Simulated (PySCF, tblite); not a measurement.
# C4HClO2S: isotopologues and vibrational averages

How do isotopes change the rotational constants and shieldings of C4HClO2S (`O=CC(=O)C(Cl)=C=S`)?

Computed with tblite 0.8.0 (tight binding) and PySCF 2.14.0 (DFT, with response routines of our own); each step states its level. Atoms count from 0 throughout.

## Step 1: The starting structure

9 atoms, charge 0, multiplicity 1; geometry from: force field or distance geometry start.

Bonds of the start (Å): C1–C2 1.53, C1–H8 1.08, C2–C4 1.41, C2–O3 1.25, C4–C6 1.31, C4–Cl5 1.77, C6–S7 1.62, O0–C1 1.24.

## Step 2: GFN2-xTB relaxation, lowest of a short conformer search

The job: settings as JSON, then the geometry in Å.

```
{"job": {"xc": "GFN2-xTB", "basis": "xTB", "kind": "relax"}, "charge": 0, "multiplicity": 1}
O     -1.510300     0.034600    -1.520700
C     -1.575800     0.264500    -0.306300
C     -0.295800     0.312000     0.537700
O     -0.469200     0.562300     1.745300
C      0.997300     0.176800    -0.020700
Cl     1.986200     1.636600    -0.116600
C      1.437800    -0.947100    -0.516600
S      1.981200    -2.368600    -1.064800
H     -2.497100     0.352800     0.253900
```

Run with:

```console
OMP_NUM_THREADS=1 python ens_run.py task.json out
```

The driver reads the study from task.json and runs its stages one after another.

The program printed:

```text
step      E/eV     max force
  0    -676.65523    4.887
  1    -676.81329    4.583
  2    -677.03607    1.010
  3    -677.05232    0.488
  4    -677.06248    0.611
  5    -677.07073    0.452
  6    -677.07830    0.257
  7    -677.08379    0.368
  8    -677.09175    0.388
  9    -677.09992    0.397
 10    -677.10807    0.380
 11    -677.11449    0.375
 12    -677.12154    0.337
 13    -677.13348    0.454
 14    -677.14858    0.441
 15    -677.16818    0.433
 16    -677.19259    0.566
 17    -677.22425    0.812
 18    -677.26644    0.912
 19    -677.31829    1.026
 20    -677.39809    0.917
 21    -677.40209    2.090
 22    -677.46001    2.228
 23    -677.46444    1.784
 24    -677.51527    0.568
 25    -677.52731    0.475
 26    -677.53962    0.382
 27    -677.54925    0.278
 28    -677.55367    0.341
 29    -677.55867    0.442
 30    -677.56476    0.479
 31    -677.57140    0.348
 32    -677.57700    0.231
 33    -677.58200    0.263
 34    -677.58786    0.448
 35    -677.59370    0.367
 36    -677.59879    0.334
 37    -677.60219    0.269
 38    -677.60466    0.235
 39    -677.60633    0.143
 40    -677.60751    0.098
 41    -677.60806    0.070
 42    -677.60843    0.059
 43    -677.60874    0.050
 44    -677.60905    0.053
 45    -677.60935    0.059
 46    -677.60969    0.053
 47    -677.61005    0.053
 48    -677.61035    0.045
 49    -677.61057    0.043
 50    -677.61079    0.052
 51    -677.61108    0.067
 52    -677.61143    0.069
 53    -677.61174    0.069
 54    -677.61194    0.060
 55    -677.61208    0.047
 56    -677.61220    0.050
 57    -677.61232    0.051
 58    -677.61242    0.046
 59    -677.61250    0.026
 60    -677.61255    0.019
 61    -677.61256    0.012
 62    -677.61257    0.008
 63    -677.61257    0.007
 64    -677.61259    0.010
 65    -677.61260    0.012
 66    -677.61261    0.010
 67    -677.61261    0.005
 68    -677.61261    0.004
```

Run time: 0.81 s. Hardware: 1 thread of Arm Neoverse N1, shared host.

The energy fell by 0.957 eV, and the atoms moved 0.78 Å (root mean square).

## Step 3: Tight optimisation and Hessian

The job: settings as JSON, then the geometry in Å.

```
{"job": {"xc": "B3LYP", "basis": "pcSseg-1", "grid": 2, "temperatures": [298.15, 500], "kind": "geom"}, "charge": 0, "multiplicity": 1}
O     -1.162547    -0.952802    -0.966943
C     -1.436227    -0.085183    -0.180887
C     -0.348646     0.699687     0.520261
O     -0.568430     1.582399     1.319307
C      0.940350     0.216590     0.074791
Cl     2.360005     0.964063     0.744923
C      1.091711    -0.762143    -0.812865
S      1.645333    -1.830781    -1.785155
H     -2.467303     0.192145     0.077820
```

The program printed:

```text
step   0  E = -31613.0469637 eV  max force = 0.66046
step   1  E = -31613.1706291 eV  max force = 0.48116
step   2  E = -31613.1964204 eV  max force = 0.18835
step   3  E = -31613.1993444 eV  max force = 0.07066
step   4  E = -31613.1997677 eV  max force = 0.01701
step   5  E = -31613.1998025 eV  max force = 0.00537
step   6  E = -31613.1998050 eV  max force = 0.00082
step   7  E = -31613.1998050 eV  max force = 0.00082
step   8  E = -31613.1998051 eV  max force = 0.00004
harmonic wavenumbers (cm-1): 62.2 127.7 146.7 167.5 205.6 227.3 421.2 457.6 504.9 542.2 608.3 639.7 932.8 1009.0 1049.2 1255.5 1348.6 1715.9 1783.5 1804.0 2955.7
```

Run time: 30 min. Hardware: 1 thread of Arm Neoverse N1, shared host; peak memory 0.66 GiB.

## Step 4: Displacements along the modes, parent

The job: settings as JSON, then the geometry in Å.

```
{"job": {"xc": "B3LYP", "basis": "pcSseg-1", "grid": 2, "temperatures": [298.15, 500], "kind": "vib", "mass_numbers": [16, 12, 12, 16, 12, 35, 12, 32, 1]}, "charge": 0, "multiplicity": 1}
O     -1.397527    -0.967106    -0.980067
C     -1.528802    -0.080404    -0.176475
C     -0.345378     0.641996     0.469381
O     -0.555797     1.527349     1.272584
C      0.992930     0.199693     0.059316
Cl     2.358156     1.022671     0.794383
C      1.279166    -0.762960    -0.814209
S      1.765268    -1.851758    -1.803386
H     -2.513769     0.294492     0.169726
```

The program printed:

```text
mode    cm-1    km/mol   phi_rrr   E(+)/cm-1  E(-)/cm-1
  1     62.25     0.39       1.0      12.26      12.13
  2    127.72     0.44     -16.2      22.52      23.69
  3    146.66    21.48      -0.7      31.75      31.83
  4    167.51     5.85       1.0      30.32      30.24
  5    205.57     0.40      -0.3      37.26      37.29
  6    227.27    15.31      27.3      41.95      39.98
  7    421.16     0.17      13.1      76.30      75.35
  8    457.65     0.47      -0.3      82.63      82.64
  9    504.85     0.94      -7.1      90.66      91.18
 10    542.23    74.69      54.3      99.65      95.75
 11    608.31     8.23       0.1     109.78     109.78
 12    639.67    50.45      15.7     115.71     114.58
 13    932.85    64.94     -17.0     167.45     168.66
 14   1009.02     2.18       0.5     182.90     182.86
 15   1049.19    43.88     -90.5     185.72     192.25
 16   1255.46    57.94     -92.4     222.87     229.51
 17   1348.61     4.10      81.1     246.33     240.49
 18   1715.95   899.45     360.2     322.35     296.46
 19   1783.55    59.01     -27.0     320.44     322.36
 20   1803.99   161.31     497.5     343.40     307.63
 21   2955.74    89.03   -1957.4     467.68     608.11
```

It took 29 min on 1 thread of Arm Neoverse N1, shared host; peak memory 0.77 GiB.

## Step 5: Displacements along the modes, 2H at atom 8

The job, as its differences from that of step 4:

```diff
@@ -1,2 +1,2 @@
-{"job": {"xc": "B3LYP", "basis": "pcSseg-1", "grid": 2, "temperatures": [298.15, 500], "kind": "vib", "mass_numbers": [16, 12, 12, 16, 12, 35, 12, 32, 1]}, "charge": 0, "multiplicity": 1}
+{"job": {"xc": "B3LYP", "basis": "pcSseg-1", "grid": 2, "temperatures": [298.15, 500], "kind": "vib", "mass_numbers": [16, 12, 12, 16, 12, 35, 12, 32, 2]}, "charge": 0, "multiplicity": 1}
 O     -1.397527    -0.967106    -0.980067
```

The program printed:

```text
mode    cm-1    km/mol   phi_rrr   E(+)/cm-1  E(-)/cm-1
  1     62.17     0.42       1.0      12.27      12.15
  2    127.03     0.51      16.9      23.59      22.37
  3    131.21    17.01      -0.6      27.91      27.97
  4    166.32     5.92      -0.7      30.03      30.09
  5    202.85     0.00      -0.3      36.76      36.79
  6    227.20    15.27      27.3      41.94      39.97
  7    420.14     0.12      11.2      76.04      75.24
  8    451.75     1.59      -0.3      81.54      81.55
  9    502.91     9.68      -3.4      90.46      90.71
 10    518.39    60.94      56.0      95.40      91.38
 11    574.58    10.14      -0.0     103.66     103.66
 12    634.58    39.44     -22.5     113.42     115.03
 13    885.80     1.36      -0.3     159.65     159.68
 14    899.32    30.01     -17.0     161.37     162.59
 15   1027.67    71.49     -27.1     184.12     186.08
 16   1069.65    18.69     -12.0     192.21     193.06
 17   1250.21    63.25     104.9     229.03     221.48
 18   1713.81   873.42    -360.3     296.06     321.97
 19   1775.77    24.65    -239.1     311.44     328.63
 20   1789.36   218.29      37.8     323.75     321.03
 21   2192.51    70.19   -1174.0     355.46     439.78
```

Run time: 29 min. Hardware: 1 thread of Arm Neoverse N1, shared host; peak memory 0.77 GiB.

## Step 6: Vibrational averages by isotopologue

The job: settings as JSON, then the geometry in Å.

```
{"job": {"xc": "B3LYP", "basis": "pcSseg-1", "grid": 2, "temperatures": [298.15, 500], "kind": "iso"}, "charge": 0, "multiplicity": 1}
O     -1.397527    -0.967106    -0.980067
C     -1.528802    -0.080404    -0.176475
C     -0.345378     0.641996     0.469381
O     -0.555797     1.527349     1.272584
C      0.992930     0.199693     0.059316
Cl     2.358156     1.022671     0.794383
C      1.279166    -0.762960    -0.814209
S      1.765268    -1.851758    -1.803386
H     -2.513769     0.294492     0.169726
```

The program printed:

```text
parent
  Be/MHz 1625.392 1306.765 724.383
  B0/MHz 1613.488 1303.976 721.084
  ZPE/cm-1 8982.6
  <sigma>(0 K)/ppm -336.802 -16.530 -18.259 -401.270 61.715 788.909 -88.977 19.254 21.985
2H at atom 8
  Be/MHz 1580.672 1299.716 713.246
  B0/MHz 1569.199 1296.895 710.004
  ZPE/cm-1 8311.6
  <sigma>(0 K)/ppm -336.027 -16.172 -18.313 -401.820 61.735 789.088 -88.970 19.440 22.090
```

Run time: 88 min. Hardware: 1 thread of Arm Neoverse N1, shared host; peak memory 0.77 GiB. This counts the whole study up to here.

Rotational constants (MHz) at equilibrium and in the ground state:

```
isotopologue                     Be                     B0  zero-point change (cm⁻¹)
      parent  1625.4, 1306.8, 724.4  1613.5, 1304.0, 721.1                       0.0
2H at atom 8  1580.7, 1299.7, 713.2  1569.2, 1296.9, 710.0                    -671.0
```

Shieldings of the first species (ppm): at equilibrium, the vibrational parts at 0 K, and the averages:

```
atom  equilibrium  anharmonic  harmonic      0 K  298.15 K    500 K
  O0      -319.63        4.90    -22.07  -336.80   -343.38  -349.77
  C1       -12.66        0.87     -4.74   -16.53    -17.06   -17.74
  C2       -15.89       -0.19     -2.18   -18.26    -18.31   -18.57
  O3      -390.28        3.54    -14.53  -401.27   -398.89  -397.23
  C4        65.27       -1.08     -2.48    61.71     61.53    60.91
 Cl5       807.49       -2.12    -16.46   788.91    781.85   772.88
  C6       -85.89       -0.88     -2.21   -88.98    -90.52   -92.05
  S7        43.44       -5.72    -18.46    19.25      6.75    -6.70
  H8        22.51        0.01     -0.53    21.98     21.94    21.87
```

Isotope effects on the shieldings at 0 K (ppb; positive means more shielded):

```
atom  2H at atom 8
  O0           775
  C1           358
  C2           -54
  O3          -549
  C4            21
 Cl5           179
  C6             7
  S7           186
  H8           105
```

## Step 7: What came out

```
                  quantity                      value
               point group                         Cs
   B0 of the first species  1613.5, 1304.0, 721.1 MHz
         zero-point energy                  8983 cm⁻¹
zero-point change of σ(S7)                 -24.18 ppm
```

In words: Zero-point motion changes the shielding of S7 most, by -24.18 ppm. The largest secondary isotope effect is 775 ppb on O0, 2 bonds from the change (2H at atom 8). The job flags a low mode; perturbation theory is less sure for low modes. Internal rotors are held in one well.
